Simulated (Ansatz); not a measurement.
# C3H5AlS: how energies converge with the basis set

How large a basis does C3H5AlS need? Two functionals are run in growing sets.

Method: one geometry, several basis sets; program: Ansatz 0.2.0, Gaussian basis.

The runs, in order: PBE0-D4/def2-SVP; ωB97M-V/def2-SVP; PBE0-D4/def2-QZVPP; ωB97M-V/def2-QZVPP; the functionals' def2-TZVPP values are taken from earlier runs.

## (1) Structure used throughout

All runs share one geometry, relaxed beforehand with PBE0-D4 in a triple-zeta def2 set.

10 atoms, charge 0, spin multiplicity 1.

Atoms are counted from 1 here; the program's logs count them from 0.

Bond lengths: C1–C2 1.324 Å, C1–H6 1.085 Å, C1–H7 1.087 Å, C2–S3 1.849 Å, C2–Al4 1.878 Å, S3–Al4 2.140 Å, Al4–C5 1.932 Å, C5–H8 1.092 Å, C5–H9 1.093 Å, C5–H10 1.093 Å. Angles: C2–C1–H6 119.9°, C2–C1–H7 122.9°, H6–C1–H7 117.1°, C1–C2–S3 126.7°, C1–C2–Al4 163.2°, S3–C2–Al4 70.1°, C2–S3–Al4 55.6°, C2–Al4–S3 54.3°, C2–Al4–C5 157.8°, S3–Al4–C5 147.9°, Al4–C5–H8 111.6°, Al4–C5–H9 110.2°, Al4–C5–H10 110.5°, H8–C5–H9 108.3°, H8–C5–H10 108.5°, H9–C5–H10 107.6°.

## (2) PBE0-D4 in def2-SVP

File in.yaml:

```yaml
crystal:
  periodic: [false, false, false]
  atoms:
    - {symbol: C, position_ang: [-0.681337, -1.300946, -2.154486]}
    - {symbol: C, position_ang: [-0.232617, -0.961934, -0.955485]}
    - {symbol: S, position_ang: [0.491034, -2.094724, 0.314025]}
    - {symbol: Al, position_ang: [0.249294, 0.016123, 0.573729]}
    - {symbol: C, position_ang: [0.468414, 1.560850, 1.714041]}
    - {symbol: H, position_ang: [-1.086094, -0.541547, -2.816034]}
    - {symbol: H, position_ang: [-0.666872, -2.323130, -2.523433]}
    - {symbol: H, position_ang: [0.199361, 2.483777, 1.196688]}
    - {symbol: H, position_ang: [-0.162602, 1.468236, 2.601915]}
    - {symbol: H, position_ang: [1.504519, 1.642194, 2.051941]}
basis:
  gaussian: {orbitals: def2-SVP}
hamiltonian: {xc: pbe0, dispersion: d4}
output: {orbitals: {seedname: orbitals}}
```

Run with:

```bash
$ ansatz run in.yaml --threads 4 --pin off --events-out ev --progress --plain --max-ram 10444MiB
```

The runs that follow: ωB97M-V in def2-SVP; PBE0-D4 in def2-QZVPP; ωB97M-V in def2-QZVPP.

Before running them: what should the planned runs give, taken together? Wanted: PBE0-D4: double and triple zeta above quadruple; ωB97M-V: double and triple zeta above quadruple.

The runs gave:

| quantity | value |
| --- | --- |
| PBE0-D4: double and triple zeta above quadruple | 10.32, 0.70 eV |
| ωB97M-V: double and triple zeta above quadruple | 10.43, 0.67 eV |

**Reading.** For PBE0-D4 the step from double to triple zeta gains 9.62 eV and the next only 0.70 eV. These are total energies; as a rule much of such shifts cancels in differences, which this series doesn't test.
